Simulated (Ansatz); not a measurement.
**CaI in Ansatz: convergence with n extra bands**

Input of the first run (n extra bands 1); the others differ in this setting and in those tied to it:

File input.yaml:

```yaml
crystal:
  lattice:
    - [4.1468204634, 0.0, 0.0]
    - [-2.0734102317, 3.5912518662, 0.0]
    - [0.0, 0.0, 4.576229]
  atoms:
    - { symbol: I, position: [0.6666666667, 0.3333333333, 0.0] }
    - { symbol: Ca, position: [0.0, 0.0, 0.5] }
hamiltonian:
  xc: pbe
  pseudopotentials: { kind: nc_fr, accuracy: standard }
magnetization:
  noncollinear: true
  spin_orbit: true
kpoints:
  mp_grid: { grid: [6, 6, 5] }
scf:
  occupations: { method: fermi_dirac, width: 0.1 }
  n_extra_bands: 1
output:
  forces: true
  stress: true
  eigenvalues: true
```

Potentials or basis: PseudoDojo standard (PBE files).

Run with:

```bash
$ ansatz run input.yaml --threads 2 --pin off --max-ram 5632MiB --backend cpu --events-out ev --progress --plain --runs-dir out
```

The cell comes from a database or a generator and needn't be the stable form of this composition.

Hardware: 2 threads of AMD EPYC 9R45 96-Core Processor (Zen 5), on a shared host.

```tsv
n extra bands	energy less the tightest run, at zero smearing (meV/atom)	SCF cycles	CPU time (s)	peak memory (GiB)
1	-0.01	8	11	0.68
2	0.00	8	12	0.68
4	0.00	8	9.5	0.68
8	0.00	8	10	0.71
16	0.00	8	11	0.75
32	0.00	8	15	0.85
```

Against the tightest run, the energy stays within 1 meV/atom from 1 on. The tightest run that finished is the yardstick and may itself not be fully converged.
